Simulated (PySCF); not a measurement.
# C4H5NOSi: the cost of one run

Programs: PySCF 2.14.0, with density-fitted response routines of our own. Each step states its level of theory. These are calculated values for one molecule in the gas phase, unless marked as measured. Atoms count from 0, in the outputs and in this text.

### 1 The molecule as given

12 atoms, charge 0, multiplicity 1; geometry from: GFN2-xTB. The atoms were then displaced at random by about 0.01 Å, so the start is not that level's minimum.

Bonds of the start (Å): N0–C1 1.12, C1–C2 1.39, C2–C3 1.34, C3–Si4 1.94, C3–C5 1.43, C5–O6 1.21, C2–H7 1.12, Si4–H8 1.48, Si4–H9 1.44, Si4–H10 1.47, C5–H11 1.11.

### 2 Geometry optimisation at PBE0-D3(BJ)/def2-SVP

Job settings and geometry (Å):

```
{"job": {"xc": "PBE0", "basis": "def2-SVP", "d3": "d3bj", "grid": 1, "shake": 0.01, "kind": "geom"}, "charge": 0, "multiplicity": 1}
N     -1.766900     2.698990     0.389070
C     -0.845970     2.083300     0.262420
C      0.323720     1.343190     0.114490
C      0.410680     0.013800    -0.029830
Si    -1.093220    -1.206710    -0.090680
C      1.664180    -0.654640    -0.158380
O      1.773920    -1.857180    -0.270460
H      1.271270     1.943790     0.139360
H     -0.962660    -2.049300     1.115890
H     -0.988480    -1.939250    -1.325110
H     -2.317530    -0.397370    -0.020840
H      2.570680    -0.006890    -0.134960
```

On the command line:

```
OMP_NUM_THREADS=1 python probes_run.py task.json out
```

This one command runs all jobs of the session in turn.

**Question.** How long does this first job take on 1 thread of Arm Neoverse V1, shared host, and how much memory does it need?

About 65 s, with a peak of 0.54 GiB.
